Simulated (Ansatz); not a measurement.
The system is WAu.

```xyz
2
Lattice="0.0000 2.9092 2.9092 2.9092 0.0000 2.9092 2.9092 2.9092 0.0000" Properties=species:S:1:pos:R:3 pbc="T T T"
W     0.0000    0.0000    0.0000
Au    4.3638    4.3638    4.3638
```

The cell was built by a generator and needn't be a form met in nature.

Program: Ansatz 0.2.0. Alike in all runs: potentials or basis Ansatz PAW; no spin polarisation; cell as given; smearing fermi-dirac 0.05 eV.

Problem. Order these runs on this cell by their pressure, lowest first.
A. level PBEsol; k mesh 6 × 6 × 6; cutoff (eV) 420; points for each segment of the path 14
B. level r2SCAN; k mesh 8 × 8 × 8; cutoff (eV) 500
C. level r2SCAN+U; U Au d U = 5 eV, W d U = 5 eV; k mesh 8 × 8 × 8; cutoff (eV) 500; hubbard projectors ortho-atomic (the default); double counting fll (the default)
D. level r2SCAN+U; U Au d U = 3 eV, W d U = 3 eV; k mesh 8 × 8 × 8; cutoff (eV) 500; hubbard projectors ortho-atomic (the default); double counting fll (the default)
E. level r2SCAN+U; U Au d U = 4 eV, W d U = 4 eV; k mesh 8 × 8 × 8; cutoff (eV) 500; hubbard projectors ortho-atomic (the default); double counting fll (the default)

Solution. A (-4.9 GPa), B (-3.3 GPa), D (2.0 GPa), E (11.1 GPa), C (16.3 GPa).

Caveats: the PAW data sets come from PBE, with cores solved anew for the run's functional, which leaves a small shift of forces and pressure; U without spin polarisation on a metal has little footing (some runs); the U is typed as a test and isn't derived for this compound (some runs).

Runs at the PBE level aren't shown here.
